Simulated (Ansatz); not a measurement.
# Yb3InC: the cost of one run

Program: Ansatz 0.2.0 through its Python package. Level of theory: DFT revPBE, plane waves, PAW. These are calculated values, not measurements.

## (1) The structure

Symmetry: Pm-3m, No. 221, cubic system. The conventional cell has a = 5.063 Å, b = 5.063 Å, c = 5.063 Å, α = 90.00°, β = 90.00°, γ = 90.00°. Yb (site symmetry 4/mmm) has 2 C at 2.53 Å in its first shell of neighbours. In (site symmetry m-3m) has 12 Yb at 3.58 Å in its first shell of neighbours. C (site symmetry m-3m) is surrounded by 6 Yb at 2.53 Å.

The script holds or builds the structure itself.

## (2) The script

compress_yb3inc.py

```python
"""Volume and enthalpy of Yb3InC against pressure."""

import warnings

import ansatz as az
import numpy as np
import pandas as pd

def edges_and_angles(cell):
    cell = np.asarray(cell)
    a, b, c = np.linalg.norm(cell, axis=1)
    cosines = cell[1] @ cell[2] / (b * c), cell[0] @ cell[2] / (a * c), cell[0] @ cell[1] / (a * b)
    return (a, b, c, *np.degrees(np.arccos(cosines)))

warnings.simplefilter("ignore", az.DeckWarning)

lattice = az.Lattice.of(
    (5.063247, 0.0, 0.0),
    (0.0, 5.063247, 0.0),
    (0.0, 0.0, 5.063247),
)
sites = [
    ("Yb", (0.5, 0.0, 0.5)),
    ("Yb", (0.5, 0.5, 0.0)),
    ("Yb", (0.0, 0.5, 0.5)),
    ("In", (0.0, 0.0, 0.0)),
    ("C", (0.5, 0.5, 0.5)),
]
xtal = az.Crystal(lattice=lattice)
for symbol, position in sites:
    xtal = xtal.atom(symbol, position)

calc = (
    xtal.calculation()
    .functional("revpbe")
    .pseudopotentials("paw")
    .basis(420, xc_grid=1)
    .kpoints(3, 3, 3, center="monkhorst-pack")
    .occupations("gaussian", width=0.01)
    .scf(algorithm="density_mixing")
)

# H = F + PV, with 1 GPa A^3 = 1/160.21766 eV
rows = []
for pressure in [0, 5, 10, 20]:
    result = calc.relax(cell=True, pressure=pressure, force_tolerance=0.1, max_displacement=0.1).run(threads=1, backend="cpu")
    cell = result.lattice.cell_ang
    n_atoms = len(result.lattice.sites)
    volume = abs(np.linalg.det(cell)) / n_atoms
    enthalpy = result.report["free_energy_ev"] / n_atoms + pressure * volume / 160.21766
    rows.append((pressure, volume, enthalpy, *edges_and_angles(cell)))
    print(f"{pressure} GPa done: {volume:.4f} A^3/atom")

table = pd.DataFrame(rows, columns=["P_GPa", "V_A3_atom", "H_eV_atom", "a", "b", "c", "alpha", "beta", "gamma"])
print(table.round(4).to_string(index=False))
p, v = np.array([row[0] for row in rows], float), np.array([row[1] for row in rows])
print("mean bulk modulus between rows (GPa):", np.round(-np.diff(p) / np.diff(np.log(v)), 1))
```

## (3) The input behind the calls

The engine receives this input (first run):

```yaml
crystal:
  lattice:
    - [5.063247, 0.0, 0.0]
    - [0.0, 5.063247, 0.0]
    - [0.0, 0.0, 5.063247]
  atoms:
    - { symbol: Yb, position: [0.5, 0.0, 0.5] }
    - { symbol: Yb, position: [0.5, 0.5, 0.0] }
    - { symbol: Yb, position: [0.0, 0.5, 0.5] }
    - { symbol: In, position: [0.0, 0.0, 0.0] }
    - { symbol: C, position: [0.5, 0.5, 0.5] }
basis:
  ecutwfc: 420.0
  xc_grid: 1
kpoints:
  mp_grid:
    grid: [3, 3, 3]
    shift: [0.0, 0.0, 0.0]
hamiltonian:
  xc: revpbe
  pseudopotentials:
    kind: paw
scf:
  algorithm: density_mixing
  occupations:
    method: gaussian
    width: 0.01
relax:
  f_tol: 0.1
  max_displacement: 0.1
  cell:
    p_target: 0.0
```

## (4) Running it

Launch:

```console
> python compress_yb3inc.py
```

**Question.** How long does this script take on 1 thread of Arm Neoverse V2, shared host, and how much memory does it need?

About 57 s, with a peak of 0.5 GiB.
